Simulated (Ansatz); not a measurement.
Input of an Ansatz 0.2.0 run:

Contents of input.yaml:

```yaml
crystal:
  lattice:
    - [-2.13936, 2.13936, 5.282488]
    - [2.13936, -2.13936, 5.282488]
    - [2.13936, 2.13936, -5.282488]
  atoms:
    - { symbol: Te, position: [0.0, 0.0, 0.0] }
    - { symbol: Mg, position: [0.25, 0.75, 0.5] }
    - { symbol: Mg, position: [0.75, 0.25, 0.5] }
    - { symbol: Mg, position: [0.5, 0.5, 0.0] }
hamiltonian:
  xc: pbesol
  pseudopotentials: { kind: paw }
kpoints:
  mp_grid: { grid: [9, 9, 9] }
scf:
  occupations: { method: fermi_dirac, width: 0.05 }
output:
  forces: true
  stress: true
  eigenvalues: true
  write_density: true
  write_potential: true
  elf: true
  volumetric_format: npy
relax:
  f_tol: 0.01
  max_steps: 40
  cell: { stress_tol: 0.05 }
```

Potentials or basis: Ansatz PAW.

Launch:

```bash
$ ansatz run input.yaml --threads 2 --pin off --max-ram 5632MiB --backend cpu --events-out ev --progress --plain --runs-dir out
```

(1) Predict the relaxed cell.

(2) Estimate the band gap on the k mesh.

(3) Estimate the space group after relaxing (to 0.05 Å).

## Answers

(1) a = 5.935 Å, b = 5.935 Å, c = 5.935 Å, α = 137.73°, β = 137.73°, γ = 61.32°.

(2) none (metal or under the smearing width).

(3) I4/mmm (No. 139).
